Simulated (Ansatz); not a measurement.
# N2Ti: the cost of one run

Method: def2-TZVPP, core rule «outside noble gas», up to 11 orbitals frozen; program: Ansatz 0.2.0, Gaussian basis.

To be run: UHF; CCSD(T) on ROHF; CCSD(T) on UHF; CCSDT(Q) on ROHF; CCSDT(Q) on UHF.

10 further runs of the same task are left out: 5 for a known fault of the program, 5 set aside as unsound or not needed.

## (1) The system

The geometry is a PBE0/def2-TZVP stationary point (not a proven minimum) of the parent state, kept for this charge and spin.

3 atoms, charge 1, spin multiplicity 4.

Atoms are counted from 1 here; the program's logs count them from 0.

Bond lengths: Ti1–N2 1.991 Å, N2–N3 1.120 Å. Angles: Ti1–N2–N3 180.0°.

Geometry (Å):

```xyz
3

Ti    0.0000    0.0000    1.7003
N     0.0000    0.0000   -0.2903
N     0.0000    0.0000   -1.4100
```

## (2) UHF

in.yaml

```yaml
crystal:
  periodic: [false, false, false]
  atoms:
    - {symbol: Ti, position_ang: [0.000000, 0.000000, 1.700283]}
    - {symbol: N, position_ang: [0.000000, 0.000000, -0.290276]}
    - {symbol: N, position_ang: [0.000000, 0.000000, -1.410007]}
basis:
  gaussian: {orbitals: def2-TZVPP}
total_charge: 1
magnetization: {spin_polarized: true, initial_magnetization: 3}
hamiltonian: {xc: hf}
output: {orbitals: {seedname: orbitals}}
```

Launch:

```console
$ ansatz run in.yaml --threads 1 --pin off --events-out ev --progress --plain --max-ram 4096MiB --backend cpu
```

**Question.** How long does this run take on 1 thread of AMD EPYC 7R13, shared host, and how much memory does it need?

About 26 s, with a peak of 0.37 GiB.
